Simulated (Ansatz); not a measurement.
# CH6O2Si: the cost of one run

All numbers below are computed with Ansatz 0.2.0 (RKS r2SCAN-D4/6-31G).

### Step 1. Starting point

Bond lengths: Si1–C2 1.870 Å, C2–H3 1.110 Å, C2–H4 1.110 Å, C2–H5 1.110 Å, Si1–H6 1.460 Å, Si1–O7 1.679 Å, O7–H8 1.010 Å, Si1–O9 1.679 Å, O9–H10 1.010 Å. Angles: Si1–C2–H3 109.5°, Si1–C2–H4 109.5°, Si1–C2–H5 109.5°, H3–C2–H4 109.4°, H3–C2–H5 109.4°, H4–C2–H5 109.4°, C2–Si1–H6 109.5°, C2–Si1–O7 109.5°, C2–Si1–O9 109.5°, H6–Si1–O7 109.5°, H6–Si1–O9 109.5°, O7–Si1–O9 109.5°, Si1–O7–H8 109.5°, Si1–O9–H10 109.5°.

As a file:

```xyz
10

Si    0.0000    0.0000    0.0000
C     0.0000    0.0000    1.8700
H    -0.9996   -0.3092    2.2405
H     0.7676   -0.7111    2.2405
H     0.2320    1.0203    2.2405
H     1.3768    0.0000   -0.4862
O    -0.7913    1.3709   -0.5594
H    -1.7491    1.1401   -0.7818
O    -0.7913   -1.3709   -0.5594
H    -1.2459   -1.8365    0.2129
```

### Step 2. Preparing the start

input.yaml

```yaml
crystal:
  periodic: [false, false, false]
  atoms:
    - { symbol: Si, position_ang: [0.0, 0.0, 0.0] }
    - { symbol: C, position_ang: [0.0, 0.0, 1.87] }
    - { symbol: H, position_ang: [-0.9996, -0.3092, 2.2405] }
    - { symbol: H, position_ang: [0.7676, -0.7111, 2.2405] }
    - { symbol: H, position_ang: [0.232, 1.0203, 2.2405] }
    - { symbol: H, position_ang: [1.3768, 0.0, -0.4862] }
    - { symbol: O, position_ang: [-0.7913, 1.3709, -0.5594] }
    - { symbol: H, position_ang: [-1.7491, 1.1401, -0.7818] }
    - { symbol: O, position_ang: [-0.7913, -1.3709, -0.5594] }
    - { symbol: H, position_ang: [-1.2459, -1.8365, 0.2129] }
basis:
  gaussian: { orbitals: "6-31G" }
hamiltonian:
  xc: r2scan
  dispersion: d4
relax:
  f_tol: 0.02
  max_steps: 40
output:
  orbitals: {}
```

On the command line:

```console
$ ansatz run input.yaml --threads 1 --pin off --max-ram 2048MiB --backend cpu --events-out ev --progress --plain --runs-dir out
```

Q: Estimate wall time and peak memory on 1 thread of Arm Neoverse V2, shared host.

About 49 s, with a peak of 0.15 GiB.
